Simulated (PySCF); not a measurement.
# SrSb+: bond curves at several levels of theory

An exercise on one series of results from a longer session: the logs are not shown, and one member is left open.

Program: PySCF 2.14.0. Level of theory: Sr def2-SVPD with ECP28, Sb def2-SVPD with ECP28, scalar-relativistic core potentials. These are calculated values, not measurements.

The first run:

Settings of the job:

```
atoms                         : Sr, Sb
charge                        : 1
basis                         : Sr def2-SVPD with ECP28, Sb def2-SVPD with ECP28
Hamiltonian                   : scalar-relativistic core potentials
basis functions               : 58
electrons treated             : 32
masses in u                   : 87.9056, 120.9038
levels                        : PBE0, PBE, r²SCAN, r²SCAN0, B97-3, TPSSh, HSE06, HF, MP2, SCS-MP2
grid                          : 80 radial by 434 angular points
occupations                   : held fixed by the projection of orbital angular momentum
dissociation limit            : Sr+ + Sb, each in its ground configuration
starting distance in angstrom : 3.175
values of 2S to try           : 0, 2, 4
```

Command:

```
$ OMP_NUM_THREADS=1 python dia.py task.json out
```

Steps of the session up to this table: Set-up; PBE0 along the bond; Excited determinants; PBE (GGA); r²SCAN (meta-GGA); r²SCAN0 (hybrid meta-GGA); B97-3 (global hybrid GGA); TPSSh; HSE06; ROHF (mean field).

One of the session's tables, all rows but one given; the rest of the session is left out.

It belongs to the step «The curves together». Energy (eV) from each level's lowest point:

| R (Å) | ROHF | ROHF-MP2 | ROHF-SCS-MP2 | PBE | r²SCAN |
| --- | --- | --- | --- | --- | --- |
| 2.704 | 0.926 | 0.804 | 0.828 | 0.674 | 0.676 |
| 2.830 | 0.449 | 0.373 | 0.391 | 0.297 | 0.291 |
| 2.955 | 0.171 | 0.131 | 0.141 | 0.093 | 0.086 |
| 3.050 | 0.058 | 0.037 | 0.043 | 0.021 | 0.016 |
| 3.144 | ? | ? | ? | ? | ? |
| 3.238 | 0.000 | 0.005 | 0.000 | 0.017 | 0.023 |
| 3.364 | 0.046 | 0.060 | 0.047 | 0.081 | 0.095 |
| 3.521 | 0.161 | 0.178 | 0.155 | 0.202 | 0.224 |
| 3.710 | 0.350 | 0.361 | 0.326 | 0.377 | 0.400 |
| 3.961 | 0.639 | 0.629 | 0.576 | 0.614 | 0.623 |

**Question.** Estimate the row for R (Å) = 3.144.

Worked estimate for «ROHF». A straight line through the neighbours (3.050, 0.058) and (3.238, 0.000) gives 0.058 + (0.000 − 0.058) × (3.144 − 3.050) / (3.238 − 3.050) = 0.029; a parabola fitted to 4 rows on both sides gives 0.007.

The run gave: ROHF: 0.006; ROHF-MP2: 0.000; ROHF-SCS-MP2: 0.000; PBE: 0.000; r²SCAN: 0.000. In «ROHF» the line misses by +0.023 and the parabola by +0.001.
